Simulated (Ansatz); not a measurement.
**CH5BOSi: one species, many methods**

One table from this session's results is given with a row withheld; the runs are named, their logs left out.

Method: functionals in def2-TZVPP, the program's frozen cores in correlated methods; program: Ansatz 0.2.0, Gaussian basis.

The runs, in order: LDA (SPW92), PBE-D4, revPBE-D4, BLYP-D4, r2SCAN-D4, B97M-V, PBE0-D4, B3LYP-D4, r2SCANh-D4, r2SCAN0-D4, HSE06-D4, BHLYP-D4, CAM-B3LYP-D4, LC-ωPBE, ωB97X-V, ωB97M-V, B2PLYP, PBE-QIDH; CCSD(T)/def2-SVP; CCSD(T)/def2-TZVPP; MP2/def2-QZVPP; extrapolation to the limit; RPA on PBE.

**Structure used throughout**

The geometry comes from an earlier relaxation with PBE0-D4 in a triple-zeta def2 set; it is a stationary point, not always the lowest conformer.

9 atoms, charge 0, spin multiplicity 1.

Atoms are counted from 1 here; the program's logs count them from 0.

Bond lengths: B1–Si2 2.006 Å, B1–H5 1.196 Å, B1–H6 1.194 Å, Si2–C3 1.933 Å, Si2–H7 1.484 Å, Si2–H8 1.495 Å, C3–O4 1.202 Å, C3–H9 1.118 Å. Angles: Si2–B1–H5 119.1°, Si2–B1–H6 123.0°, H5–B1–H6 117.9°, B1–Si2–C3 108.4°, B1–Si2–H7 117.0°, B1–Si2–H8 106.3°, C3–Si2–H7 108.9°, C3–Si2–H8 105.6°, H7–Si2–H8 110.1°, Si2–C3–O4 123.6°, Si2–C3–H9 116.8°, O4–C3–H9 119.6°.

The first run:

Input file in.yaml:

```yaml
crystal:
  periodic: [false, false, false]
  atoms:
    - {symbol: B, position_ang: [-0.950116, 0.849962, -1.073142]}
    - {symbol: Si, position_ang: [0.610784, -0.206031, -0.386539]}
    - {symbol: C, position_ang: [0.330634, -0.553651, 1.494472]}
    - {symbol: O, position_ang: [1.022800, -0.098396, 2.365799]}
    - {symbol: H, position_ang: [-2.057631, 0.518183, -0.766995]}
    - {symbol: H, position_ang: [-0.828791, 1.799433, -1.786880]}
    - {symbol: H, position_ang: [1.958063, 0.387565, -0.570734]}
    - {symbol: H, position_ang: [0.541989, -1.540923, -1.055878]}
    - {symbol: H, position_ang: [-0.539232, -1.202442, 1.762897]}
basis:
  gaussian: {orbitals: def2-TZVPP}
hamiltonian: {xc: lda}
output: {orbitals: {seedname: orbitals}}
```

On the command line:

```console
$ ansatz run in.yaml --threads 2 --pin off --events-out ev --progress --plain --max-ram 4352MiB
```

Steps of the session up to this table: LDA; PBE-D4 (GGA); revPBE-D4 (GGA); BLYP-D4 (GGA); r2SCAN-D4 (meta-GGA); B97M-V (meta-GGA); PBE0-D4 (hybrid); B3LYP-D4 (hybrid); r2SCANh-D4 (hybrid); r2SCAN0-D4 (hybrid); HSE06-D4 (hybrid); BHLYP-D4 (hybrid); CAM-B3LYP-D4 (range-separated); LC-ωPBE (range-separated); ωB97X-V (range-separated); ωB97M-V (range-separated); B2PLYP (double hybrid); PBE-QIDH (double hybrid).

One of the session's tables, all rows but one given; the rest of the session is left out.

It belongs to the step «Frontier levels by functional». 

```
  functional  HOMO (eV)  LUMO (eV)  gap (eV)
 LDA (SPW92)          ?          ?         ?
      PBE-D4      -5.73      -3.75      1.98
   revPBE-D4      -5.67      -3.65      2.02
     BLYP-D4      -5.62      -3.60      2.03
   r2SCAN-D4      -5.93      -3.48      2.45
      B97M-V      -6.09      -3.60      2.48
     PBE0-D4      -7.04      -2.82      4.22
    B3LYP-D4      -6.83      -3.03      3.81
  r2SCANh-D4      -6.43      -3.16      3.28
  r2SCAN0-D4      -7.21      -2.66      4.55
    HSE06-D4      -6.64      -3.21      3.44
    BHLYP-D4      -8.39      -1.78      6.61
CAM-B3LYP-D4      -8.40      -1.71      6.69
     LC-ωPBE      -9.65      -0.51      9.14
     ωB97X-V      -9.36      -0.62      8.74
     ωB97M-V      -9.28      -0.87      8.41
```

**Question.** Estimate the row for LDA (SPW92).

The run gave: HOMO (eV): -5.88; LUMO (eV): -4.01; gap (eV): 1.87. In the column «HOMO (eV)» it lies between r2SCAN-D4 (-5.93) and PBE-D4 (-5.73).
